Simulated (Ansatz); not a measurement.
# C₂H₈AlFSi: up Jacob's ladder to CCSD(T)

One table from this session's results is given with a row withheld; the runs are named, their logs left out.

The runs use Ansatz 0.2.0, Gaussian basis; functionals in def2-TZVPP, the program's frozen cores in correlated methods.

The runs, in order: PBE-D4, r2SCAN-D4, PBE0-D4, B3LYP-D4, ωB97X-V, ωB97M-V, B2PLYP; CCSD(T)/def2-TZVPP; MP2/def2-QZVPP; extrapolation to the limit.

## The geometry

All runs share one geometry, relaxed beforehand with PBE0-D4 in a triple-zeta def2 set.

13 atoms, charge 0, spin multiplicity 1.

Atoms are counted from 1 here; the program's logs count them from 0.

Bond lengths: C1–C2 1.491 Å, C1–H6 1.095 Å, C1–H7 1.097 Å, C1–H8 1.093 Å, C2–Al4 1.966 Å, C2–Si5 1.876 Å, F3–Al4 1.903 Å, Al4–H9 1.584 Å, Al4–H10 1.582 Å, Si5–H11 1.482 Å, Si5–H12 1.489 Å, Si5–H13 1.488 Å. Angles: C2–C1–H6 113.5°, C2–C1–H7 106.4°, C2–C1–H8 112.8°, H6–C1–H7 107.4°, H6–C1–H8 109.3°, H7–C1–H8 107.1°, C1–C2–Al4 121.3°, C1–C2–Si5 117.5°, Al4–C2–Si5 121.1°, C2–Al4–F3 49.7°, C2–Al4–H9 116.1°, C2–Al4–H10 119.3°, F3–Al4–H9 109.7°, F3–Al4–H10 110.7°, H9–Al4–H10 124.1°, C2–Si5–H11 110.1°, C2–Si5–H12 111.9°, C2–Si5–H13 105.5° and more.

The first run:

in.yaml

```yaml
crystal:
  periodic: [false, false, false]
  atoms:
    - {symbol: C, position_ang: [0.917295, 0.383952, 1.238645]}
    - {symbol: C, position_ang: [0.006208, -0.023393, 0.131128]}
    - {symbol: F, position_ang: [0.691509, -1.336267, -0.543965]}
    - {symbol: Al, position_ang: [-1.015424, -1.701198, 0.215098]}
    - {symbol: Si, position_ang: [-0.205463, 1.169795, -1.301501]}
    - {symbol: H, position_ang: [1.895664, 0.733339, 0.892681]}
    - {symbol: H, position_ang: [0.429567, 1.224232, 1.747284]}
    - {symbol: H, position_ang: [1.058313, -0.404633, 1.981999]}
    - {symbol: H, position_ang: [-0.839807, -2.558624, 1.535547]}
    - {symbol: H, position_ang: [-2.072654, -2.021505, -0.917224]}
    - {symbol: H, position_ang: [-0.923564, 0.506693, -2.415812]}
    - {symbol: H, position_ang: [1.100435, 1.699830, -1.781571]}
    - {symbol: H, position_ang: [-1.021679, 2.293180, -0.767406]}
basis:
  gaussian: {orbitals: def2-TZVPP}
hamiltonian: {xc: pbe, dispersion: d4}
output: {forces: true, orbitals: {seedname: orbitals}}
```

Command:

```sh
$ ansatz run in.yaml --threads 4 --pin off --events-out ev --progress --plain --max-ram 10444MiB
```

Steps of the session up to this table: PBE-D4 (GGA); r2SCAN-D4 (meta-GGA); PBE0-D4 (hybrid); B3LYP-D4 (hybrid); ωB97X-V (range-separated); ωB97M-V (range-separated); B2PLYP (double hybrid); CCSD(T) in def2-TZVPP; MP2 in def2-QZVPP.

One of the session's tables, all rows but one given; the rest of the session is left out.

```
            method  atomisation energy (kJ/mol)
            PBE-D4                       4319.9
         r2SCAN-D4                       4308.9
           PBE0-D4                            ?
          B3LYP-D4                       4292.1
           ωB97X-V                       4318.3
           ωB97M-V                       4307.9
            B2PLYP                       4239.3
     HF/def2-TZVPP                       3208.7
    MP2/def2-TZVPP                       4216.1
   CCSD/def2-TZVPP                       4140.7
CCSD(T)/def2-TZVPP                       4193.5
           MP2/CBS                       4322.6
       CCSD(T)/CBS                       4300.0
```

Q: Estimate the row for PBE0-D4 from the others.

The run gave: atomisation energy (kJ/mol): 4267.8. In the column «atomisation energy (kJ/mol)» it lies between B2PLYP (4239.3) and B3LYP-D4 (4292.1).

Caveats from the session: Free atoms (2 C, 1 F, 1 Al, 1 Si, 8 H) were run apart at each level; the atomisation energy is their sum less the molecule, without zero-point or spin-orbit terms.
